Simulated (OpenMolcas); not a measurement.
# Yb³⁺ among point charges: CASSCF and CASPT2 levels and susceptibility

How does a field of 8 point charges split the states of Yb³⁺, and what χT follows?

The numbers are computed with OpenMolcas 26.06 (state-averaged CASSCF and CASPT2, spin-orbit coupling by RASSI with atomic mean-field integrals), except any that are marked as measured or tabulated.

## (1) Starting point

```
Species                           : Yb³⁺ (ytterbium, Z = 70, 67 electrons)
Basis                             : ANO-RCC-VDZP [7s6p4d2f1g], 68 functions
Scalar Hamiltonian                : DKH2, point nucleus
Inactive shells                   : 1s 2s 2p 3s 3p 3d 4s 4p 4d 5s 5p
Active space                      : 13 electrons in 7 orbitals (4f)
Some configurations of this space : 4f¹³
Orbitals                          : optimised for the highest spin of each parity, averaged over all roots
```

Outer shells as boxes (Hund's rule):

4f13
```
4f [↑↓][↑↓][↑↓][↑↓][↑↓][↑↓][↑ ]
```

The ion sits among 8 point charges of -0.5 e arranged as a cube (Oh), 2.89 Å from the ion.

Each step is its own input file, run in one work folder so that later steps find the files of earlier ones. Labels, J, g values, rates, χT and fits are worked out afterwards by a script from the matrices that RASSI stores. The input lists half of the charges; inversion (Group=XYZ) makes the rest.

## (2) Basis and integrals

a.inp

```
&GATEWAY
Coord
1

Yb 0.0 0.0 0.0
Basis=ANO-RCC-VDZP
Group=XYZ
NoMove
AngMom=0.0 0.0 0.0
AMFI
XField
4 Angstrom 0
1.668542 1.668542 1.668542 -0.500000
1.668542 1.668542 -1.668542 -0.500000
1.668542 -1.668542 1.668542 -0.500000
1.668542 -1.668542 -1.668542 -0.500000
&SEWARD
```

## (3) Reference wave functions, doublets of odd parity, 7 roots

a.inp

```
&RASSCF
FileOrb=start.orb
Symmetry=2
Spin=2
nActEl=13 0 0
Inactive=15 12
Ras2=0 7
CIRoot=7 7 1
SDav=7
CIMx=300
Iter=120 100
PrWF=0.3
OrbListing=Nothing
MaxOrb=0
>>> COPY $Project.JobIph JOB001
```

start.orb holds the contracted functions of the basis, ordered by shell, or the orbitals of the step before.

## (4) RASSI: spin-orbit coupling between the states

a.inp

```
&RASSI
NrOfJobIphs=1 7
1 2 3 4 5 6 7
IphNames
JOB001
EJob
SpinOrbit
DIPRint=1.0
SOCoupling=1000.0
Subsets=2
Property=9
'ANGMOM' 1 'ANGMOM' 2 'ANGMOM' 3 'MLTPL  1' 1 'MLTPL  1' 2 'MLTPL  1' 3
'AMFI' 1 'AMFI' 2 'AMFI' 3
SOProperty=3
'ANGMOM' 1 'ANGMOM' 2 'ANGMOM' 3
```

## (5) CASPT2: IPEA 0.25, imaginary shift 0.1 (closed shells correlated: 5s 5p)

a.inp

```
>>> COPY JOB001 $Project.JobIph
&CASPT2
Multistate=7 1 2 3 4 5 6 7
NoMult
Frozen=14 9
IPEA=0.25
Imaginary=0.1
MaxIter=60
WThr=0.0 0.3 0.05
PrWF=0.5
NoMix
```

(Steps that only read results are left out.)

Before running it: what results should come out? Wanted: spin-free ground state; first state of the same spin within the active space; lowest level; next level.

As calculated:

| quantity | value |
| --- | --- |
| method | SS-CASPT2, IPEA 0.25, imaginary shift 0.1 (closed shells correlated: 5s 5p) |
| spin-free ground state | 2T2, 3-fold in its orbital part |
| first state of the same spin within the active space | 2A2 at 5.34 cm⁻¹ |
| lowest level | 2-fold Γ7, g = 3.43, 3.43, 3.43 |
| next level | 2.9 cm⁻¹ |
| χT at 300 K | 2.58 cm³ K/mol |
| effective moment at 300 K | 4.54 μB |

Cost by method:

```tsv
method	time of its own steps	time with the reference
A. CASSCF	3 s	3 s
B. SS-CASPT2, IPEA 0.25, imaginary shift 0.1, +5s 5p	1.3 s	4.3 s
```

Times are of one thread on a shared host.

The spin-free ground state (2T2) comes to 100 % from free-ion F terms and keeps the highest spin of the shell. CASPT2 does not keep the components of a term degenerate, and the means are used. Point charges carry no covalency, so the field is a model and not that of real ligands.
